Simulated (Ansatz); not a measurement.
Working through a scan of one input key of YMg3, space group P-6m2

Computed with Ansatz 0.2.0 through its Python package.

Interactive session:
```pycon
>>> import ansatz as az
>>> cell = (
...     az.Lattice.of((3.307985, 0.0, 0.0), (-1.653993, 2.864799, 0.0), (0.0, 0.0, 10.932285))
...     .atom("Y", (2 / 3, 1 / 3, 0.5))
...     .atom("Mg", (2 / 3, 1 / 3, 0.0))
...     .atom("Mg", (1 / 3, 2 / 3, 0.242118))
...     .atom("Mg", (1 / 3, 2 / 3, 0.757882))
... )
>>> calc = (
...     cell.calculation()
...     .pseudopotentials("nc")
...     .accuracy("medium")
...     .kpoints(6, 6, 2, shift=0.5)
...     .occupations("methfessel_paxton", width=300 * az.meV)
...     .functional("pbesol")
...     .band_table()
... )
>>> typed = calc.input()
>>> rows = []
>>> for value in [0.0001, 1e-06, 1e-08]:
...     edited = typed.set(az.key.scf.convergence.dr2_threshold, value)
...     data = az.Session.from_dict(edited).plan().execute().report
...     rows.append((value, data["free_energy_ev"], data["n_iterations"], len(data["eigenvalues_ev"][0]) if "eigenvalues_ev" in data else 0))
...
DeckWarning: basis.ecutwfc = 1142.878222 eV, auto-derived from the records' recommended cutoffs: set by Mg (normal level)
DeckWarning: crystal.symmetry: narrowed to the stabiliser of the k-point mesh — unitary ops 12 → 4; excluded 8 operations that carry a point of the 6×6×2 mesh (shift [0.5, 0.5, 0.5]) off the mesh [...]
>>> for row in rows:
...     print("; ".join(f"{name} = {round(v, 4) if isinstance(v, float) else v}" for name, v in zip(["threshold eV", "F eV", "iterations", "bands listed"], row)))
...
threshold eV = 0.0001; F eV = -5950.9787; iterations = 6; bands listed = 25
threshold eV = 0.0; F eV = -5950.9787; iterations = 7; bands listed = 25
threshold eV = 0.0; F eV = -5950.9787; iterations = 9; bands listed = 25
```

Reading the output:
- The settings weren't tested for convergence.
- The run is spin-unpolarised.
- For a metal this k-point mesh is coarse: on a finer one energies can move by several to tens of meV an atom and pressures by half a GPa or more, differences at one mesh by less.
- The structure comes from a database of computed cells and needn't be a stable or known phase.
- Warnings are shown shortened and without file and line.
- The whole script took 26 s on 1 thread of Intel(R) Xeon(R) Platinum 8175M CPU @ 2.50GHz (Skylake/Cascade Lake), on a shared host, peak memory 0.5 GiB.

(Lines on the test bed's own set-up are left out of the output.)
